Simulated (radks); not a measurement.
# The first electron to leave Co¹¹⁺

Aim: remove one electron from each of the outer sub-shells of Co¹¹⁺ ([Ne] 3s2 3p(1/2: 2, 3/2: 2)) in turn, let the ion relax, and find the cheapest removal. The parent's configuration is the lowest that an earlier search found at this level.

The numbers are computed with radks (a radial shooting solver on a logarithmic mesh, Libxc functionals) version 1 (Dirac Kohn-Sham, BLYP, spin-unpolarised, spherical densities, finite nucleus), except any that are marked as measured or tabulated.

5 further runs of the same task are left out: 5 set aside as unsound or not needed.

## (1) The atom as given

* element: cobalt (Z = 27)
* charge: +11
* electrons: 16
* configuration: [Ne] 3s2 3p(1/2: 2, 3/2: 2)
* nuclear rms radius: 3.7875 fm

A shell typed twice in an input gives the lower j, then the higher j.

## (2) The parent, Co¹¹⁺

From an earlier run at this level the parent has E = -1344.002226 hartree and these outer levels (eV):

| level | occupation | energy (eV) |
| --- | --- | --- |
| 1s1/2 | 2 | -7903.1 |
| 2s1/2 | 2 | -1206.1 |
| 2p1/2 | 2 | -1088.3 |
| 2p3/2 | 4 | -1073.3 |
| 3s1/2 | 2 | -362.29 |
| 3p1/2 | 2 | -325.47 |
| 3p3/2 | 2 | -322.77 |

## (3) Remove 3p3/2: [Ne] 3s2 3p(1/2: 2, 3/2: 1)

The run's settings:

```text
Z 27
configuration [Ne] 3s2 3p2 3p1
relativity Dirac
functional b88,lyp
spin unpolarised
j_filling energy
nucleus finite rms 3.7875 fm
c 137.035999084
```

## (4) Remove 3p1/2: [Ne] 3s2 3p(1/2: 1, 3/2: 2)

Input: that of step 3 with these lines changed.

```diff
@@ -1,3 +1,3 @@
 Z 27
-configuration [Ne] 3s2 3p2 3p1
+configuration [Ne] 3s2 3p1 3p2
 relativity Dirac
```

## (5) Remove 3s1/2: [Ne] 3s1 3p(1/2: 2, 3/2: 2)

Input: that of step 4 with these lines changed.

```diff
@@ -1,3 +1,3 @@
 Z 27
-configuration [Ne] 3s2 3p1 3p2
+configuration [Ne] 3s1 3p2 3p2
 relativity Dirac
```

## (6) Remove 2p3/2: [He] 2s2 2p(1/2: 2, 3/2: 3) 3s2 3p(1/2: 2, 3/2: 2)

Input: that of step 5 with these lines changed.

```diff
@@ -1,3 +1,3 @@
 Z 27
-configuration [Ne] 3s1 3p2 3p2
+configuration [He] 2s2 2p2 2p3 3s2 3p2 3p2
 relativity Dirac
```

Q: Predict the outcome of this session. Wanted: for each run, case; final configuration; Δ-SCF; −ε of the level emptied.

The runs gave:

| case | final configuration | Δ-SCF (eV) | −ε of the level emptied (eV) |
| --- | --- | --- | --- |
| remove 3p3/2 | [Ne] 3s2 3p(1/2: 2, 3/2: 1) | 339.01 | 322.77 |
| remove 3p1/2 | [Ne] 3s2 3p(1/2: 1, 3/2: 2) | 341.83 | 325.47 |
| remove 3s1/2 | [Ne] 3s1 3p(1/2: 2, 3/2: 2) | 378.52 | 362.29 |
| remove 2p3/2 | [He] 2s2 2p(1/2: 2, 3/2: 3) 3s2 3p(1/2: 2, 3/2: 2) | 1118.8 | 1073.3 |

**Reading.** The 3p3/2 electron leaves first, at 339.01 eV; the next cheapest, 3p1/2, costs 341.83 eV. 3p3/2 is also the highest occupied level of the parent. NIST lists 336.1 eV (semi-empirical), between the same two configurations. Spin polarisation and multiplet splitting are left out, so open shells lie too high by an amount that depends on their filling.
